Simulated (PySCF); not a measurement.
# C6H7NO: magnetic properties

Wanted: magnetic properties for C6H7NO (`Cc1ccc[n+]([O-])c1`).

Computed with PySCF 2.14.0 and routines of our own; the level stands in each step. Atoms count from 0.

### 1 The starting structure

15 atoms, charge 0, multiplicity 1; geometry from: GFN2-xTB.

### 2 Magnetic properties: GIAO CAM-B3LYP/pcSseg-1

Job settings and geometry (Å):

```
{"job": {"kind": "mag", "xc": "CAM-B3LYP", "basis": "pcSseg-1", "isotopologues": 2}, "charge": 0, "multiplicity": 1}
C      2.208128    -0.090449    -0.112387
C      0.713747    -0.062904    -0.049251
C     -0.030249    -1.239731    -0.023908
C     -1.410324    -1.149986     0.052801
C     -2.022928     0.079369     0.103162
N     -1.304455     1.226258     0.080456
O     -1.874501     2.342637     0.125429
C      0.044337     1.141977     0.003593
H      2.552393    -0.954710    -0.674651
H      2.618018    -0.160039     0.895017
H      2.594267     0.814325    -0.573642
H      0.461176    -2.198261    -0.066241
H     -2.019464    -2.039808     0.070893
H     -3.092523     0.207520     0.160940
H      0.557964     2.091791    -0.014123
```

With the program's defaults for keys left out, this is: GIAO CAM-B3LYP/pcSseg-1 magnetisability, rotational g tensor and spin-rotation constants, non-relativistic, gas phase.

Command:

```console
$ OMP_NUM_THREADS=1 python excited_run.py task.json out
```

One launch serves the whole session: the jobs run in the order shown.

The log of the run:

```text
coarse grid: 13008 points
cycle   1  E = -362.2998018087  dE =  1.908e+00  |g| = 9.246e-01  |ddm| = 3.740e+00
cycle   2  E = -361.8731924886  dE =  4.266e-01  |g| = 1.764e+00  |ddm| = 2.841e+00
cycle   3  E = -362.4588140491  dE = -5.856e-01  |g| = 1.959e-01  |ddm| = 2.190e+00
cycle   4  E = -362.4650394509  dE = -6.225e-03  |g| = 1.206e-01  |ddm| = 2.911e-01
cycle   5  E = -362.4681637315  dE = -3.124e-03  |g| = 1.941e-02  |ddm| = 1.173e-01
cycle   6  E = -362.4682516269  dE = -8.790e-05  |g| = 5.318e-03  |ddm| = 2.353e-02
cycle   7  E = -362.4682594580  dE = -7.831e-06  |g| = 1.799e-03  |ddm| = 8.313e-03
final grid: 127056 points
cycle   8  E = -362.5435217688  dE = -3.050e-05  |g| = 4.900e-03  |ddm| = 2.598e-02
cycle   9  E = -362.5435173818  dE =  4.387e-06  |g| = 7.038e-03  |ddm| = 1.013e-02
cycle  10  E = -362.5435268644  dE = -9.483e-06  |g| = 1.094e-03  |ddm| = 7.096e-03
cycle  11  E = -362.5435270885  dE = -2.240e-07  |g| = 1.478e-04  |ddm| = 1.032e-03
cycle  12  E = -362.5435270921  dE = -3.638e-09  |g| = 9.999e-05  |ddm| = 2.558e-04
cycle  13  E = -362.5435270946  dE = -2.527e-09  |g| = 2.103e-05  |ddm| = 1.088e-04
cycle  14  E = -362.5435270948  dE = -1.241e-10  |g| = 8.653e-06  |ddm| = 3.655e-05
converged SCF energy = -362.5435270948

Magnetisability tensor (1e-30 J/T^2)
     -845.96        8.90      -44.91
        8.90     -754.98       11.02
      -44.91       11.02    -1529.06
isotropic -1043.33   principal values   -1532.18   -843.77   -754.06
isotropic susceptibility -62.831 1e-6 cm^3/mol

Inertial axes            a          b          c
rot. const./GHz      3.8661     1.9157     1.2912
chi total           -49.890    -46.342    -92.261
chi diamagnetic    -409.658   -724.019  -1032.822
chi paramagnetic    359.767    677.677    940.561
quadrupole/D A       -4.606      7.028     -2.422
g nuclear            0.5948     0.5715     0.5759
g electronic        -0.6534    -0.6099    -0.5705
g total             -0.0586    -0.0384     0.0053

Spin-rotation constants (kHz, H = +C I.J)
atom  isotope        aa         bb         cc
  5    14N        0.922      0.438      0.093
  8     1H       -0.117     -0.152     -0.103
  9     1H       -0.346     -0.208      0.020
 10     1H       -0.414      0.011     -0.115
 11     1H        0.170     -0.075     -0.147
 12     1H       -0.418      0.218     -0.141
 13     1H        0.298     -0.116     -0.134
 14     1H       -0.397      0.235     -0.136
  0    13C*       0.513      0.272      0.212
  1    13C*       1.963      0.780      0.145
  2    13C*       1.687      0.731      0.153
  3    13C*       1.309      0.983      0.148
  4    13C*       1.747      0.718      0.236
  6    17O*      -2.269     -0.949     -0.243
  7    13C*       1.373      0.896      0.262
* in the singly substituted isotopologue

Isotopologues: g along a, b, c
2H    at 8,9,10,11,12,1    -0.0506    -0.0337     0.0044
13C   at 0                 -0.0584    -0.0375     0.0052
```

It took 50 s on 1 thread of Intel Xeon Platinum 8259CL at 2.50GHz, shared host; peak memory 0.97 GiB.

In short:

```csv
quantity,value
magnetisability,-1043·10⁻³⁰ J/T²
molar susceptibility,-62.8·10⁻⁶ cm³/mol
"rotational g (a, b, c)","-0.0586, -0.0384, 0.0053"
```

### 3 Magnetic properties: common gauge origin BLYP/6-311G**

The job, as its differences from that of step 2:

```diff
@@ -1,2 +1,2 @@
-{"job": {"kind": "mag", "xc": "CAM-B3LYP", "basis": "pcSseg-1", "isotopologues": 2}, "charge": 0, "multiplicity": 1}
+{"job": {"kind": "mag", "xc": "BLYP", "basis": "6-311G**", "scf": {"conv": 1e-07}, "gauge": [0, 0, 0]}, "charge": 0, "multiplicity": 1}
 C      2.208128    -0.090449    -0.112387
```

With the program's defaults for keys left out, this is: common gauge origin BLYP/6-311G** magnetisability, rotational g tensor and spin-rotation constants, non-relativistic, gas phase.

The log of the run:

```text
final grid: 127056 points
cycle   1  E = -362.5071013396  dE =  1.375e+00  |g| = 1.059e+00  |ddm| = 3.569e+00
cycle   2  E = -358.4240600998  dE =  4.083e+00  |g| = 3.169e+00  |ddm| = 3.588e+00
cycle   3  E = -362.2086532670  dE = -3.785e+00  |g| = 1.368e+00  |ddm| = 3.549e+00
cycle   4  E = -362.6766169661  dE = -4.680e-01  |g| = 4.739e-01  |ddm| = 1.118e+00
cycle   5  E = -362.6472601773  dE =  2.936e-02  |g| = 5.491e-01  |ddm| = 4.663e-01
cycle   6  E = -362.7258557973  dE = -7.860e-02  |g| = 1.602e-01  |ddm| = 4.877e-01
cycle   7  E = -362.7287682647  dE = -2.912e-03  |g| = 9.520e-02  |ddm| = 1.589e-01
cycle   8  E = -362.7307008162  dE = -1.933e-03  |g| = 3.737e-02  |ddm| = 7.434e-02
cycle   9  E = -362.7310444692  dE = -3.437e-04  |g| = 1.061e-02  |ddm| = 3.985e-02
cycle  10  E = -362.7310670449  dE = -2.258e-05  |g| = 4.983e-03  |ddm| = 1.189e-02
cycle  11  E = -362.7310728051  dE = -5.760e-06  |g| = 1.564e-03  |ddm| = 5.028e-03
cycle  12  E = -362.7310728227  dE = -1.761e-08  |g| = 1.553e-03  |ddm| = 2.443e-03
cycle  13  E = -362.7310734625  dE = -6.398e-07  |g| = 2.311e-04  |ddm| = 1.338e-03
cycle  14  E = -362.7310734767  dE = -1.415e-08  |g| = 4.505e-05  |ddm| = 2.329e-04
converged SCF energy = -362.7310734767

Magnetisability tensor (1e-30 J/T^2)
    -2489.24     -603.35      -98.36
     -603.35    -2566.57       49.15
      -98.36       49.15    -4068.90
isotropic -3041.57   principal values   -4075.11  -3131.45  -1918.16
isotropic susceptibility -183.168 1e-6 cm^3/mol

Inertial axes            a          b          c
rot. const./GHz      3.8661     1.9157     1.2912
chi total          -119.371   -184.728   -245.403
chi diamagnetic    -409.202   -722.635  -1032.359
chi paramagnetic    289.831    537.907    786.955
quadrupole/D A       -4.076      5.981     -1.905
g nuclear            0.5948     0.5715     0.5759
g electronic        -0.5264    -0.4841    -0.4773
g total              0.0684     0.0874     0.0985

Spin-rotation constants (kHz, H = +C I.J)
atom  isotope        aa         bb         cc
  5    14N        0.786      0.369      0.065
  8     1H       -0.361      0.145      0.010
  9     1H       -0.377     -0.077      0.090
 10     1H       -0.180     -0.047     -0.079
 11     1H        0.255      0.025     -0.064
 12     1H        0.260      0.089     -0.024
 13     1H        0.163      0.053     -0.079
 14     1H       -0.068     -0.077     -0.208
  0    13C*       0.504      0.310      0.215
  1    13C*       1.730      0.693      0.081
  2    13C*       1.546      0.696      0.127
  3    13C*       1.417      0.848      0.132
  4    13C*       1.535      0.670      0.190
  6    17O*      -2.534     -1.015     -0.269
  7    13C*       1.282      0.718      0.185
* in the singly substituted isotopologue
```

Run time: 42 s. Hardware: 1 thread of Intel Xeon Platinum 8259CL at 2.50GHz, shared host; peak memory 0.68 GiB.

A normal end doesn't make this result sound: a common gauge origin replaces GIAOs, so the magnetic properties depend on where the origin lies.

### 4 Results

```
                                                quantity                               value
       magnetisability (step 2, GIAO CAM-B3LYP/pcSseg-1)                    -1043·10⁻³⁰ J/T²
  molar susceptibility (step 2, GIAO CAM-B3LYP/pcSseg-1)                  -62.8·10⁻⁶ cm³/mol
rotational g (a, b, c) (step 2, GIAO CAM-B3LYP/pcSseg-1)            -0.0586, -0.0384, 0.0053
                                                    runs  0 failed, 1 ended on unsound input
```

In words: The values above hold for this geometry and these levels alone. Vibrational averaging and real surroundings are missing from these values.
